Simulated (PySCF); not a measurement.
# RuO₂: structure of the quintet

The task is one start of a wider search on RuO₂: the quintet, from a end-on start. It is relaxed, tested by its Hessian and followed downhill if it is a saddle.

Method: PBE0, basis Ru def2-TZVP with ECP28, O def2-TZVP, scalar-relativistic core potentials, no spin–orbit coupling, density fitting; program: PySCF 2.14.0.

## (1) The starting structure

3 atoms, charge 0, spin multiplicity 5.

Bond lengths: Ru1–O2 1.936 Å, O2–O3 1.445 Å. Angles: Ru1–O2–O3 119.9°.

Z-matrix (Å, degrees; charge 0 multiplicity 5):
```
Ru
O  1 1.9364
O  2 1.4450 1 119.89
```

## (2) The SCF at the typed geometry

One driver script runs all steps and calls PySCF; scf.py shows how it sets up the SCF of each step. The optimiser is the driver's own. After this first run the driver tries any further starts and a stability analysis.

scf.py reads:

```python
from pyscf import gto, scf, dft
mol = gto.M(atom='''
Ru     0.000000     0.000000     0.000000
O      0.000000     0.000000     1.936400
O      1.252800     0.000000     2.656400''',
    basis={'Ru': 'def2-TZVP', 'O': 'def2-TZVP'},
    ecp={'Ru': 'def2-TZVP'},
    charge=0, spin=4)
mf = dft.UKS(mol, xc='PBE0')
mf.grids.atom_grid = (50, 194)
aux = {'Ru': 'def2-universal-JKFIT', 'O': 'def2-universal-JKFIT'}
mf = mf.density_fit(auxbasis=aux)
mf.conv_tol = 1e-08
mf.diis_space = 10
mf.max_cycle = 60
mf.init_guess = 'minao'
mf.verbose = 4
mf.kernel()
```

Started as:

```bash
$ OMP_NUM_THREADS=2 python axn.py task.json out
```

Further steps of the session: Relaxing the quintet from the end-on start; Frequencies.

Before running it: what results should come out? Wanted: minimum; geometry; wavenumbers; dipole moment; highest occupied, lowest empty level; polar-tensor charge of Ru1; zero-point energy; atomisation energy; ⟨S²⟩.

As calculated:

| quantity | value |
| --- | --- |
| minimum | quintet, Cs |
| geometry | O–O 1.300 Å, Ru–O 1.925 Å, Ru–O 2.370 Å; O–O–Ru 54.2°, O–O–Ru 92.5°, O–Ru–O 33.2° |
| wavenumbers (cm⁻¹) | 92 (a'), 504 (a'), 1196 (a') |
| dipole moment | 3.83 D |
| highest occupied, lowest empty level (either spin) | -5.82, -2.65 eV |
| polar-tensor charge of Ru1 | +0.58 e |
| zero-point energy | 10.7 kJ/mol |
| entropy at 298.15 K | 299.2 J/(mol K) |
| atomisation energy (no zero-point energy) | 590 kJ/mol |
| ⟨S²⟩ | 6.012 |

**Reading.** The end-on start keeps its Cs symmetry and ends in a minimum. The strongest infrared band lies at 1196 cm⁻¹ (a'). Most of the spin sits on Ru1 (Mulliken spin 2.91, against 4 for the whole molecule). Only this shape and spin were tried, so other structures or states may lie lower. Open d and f shells are described by one determinant, and the ground state may have another occupation or spin.
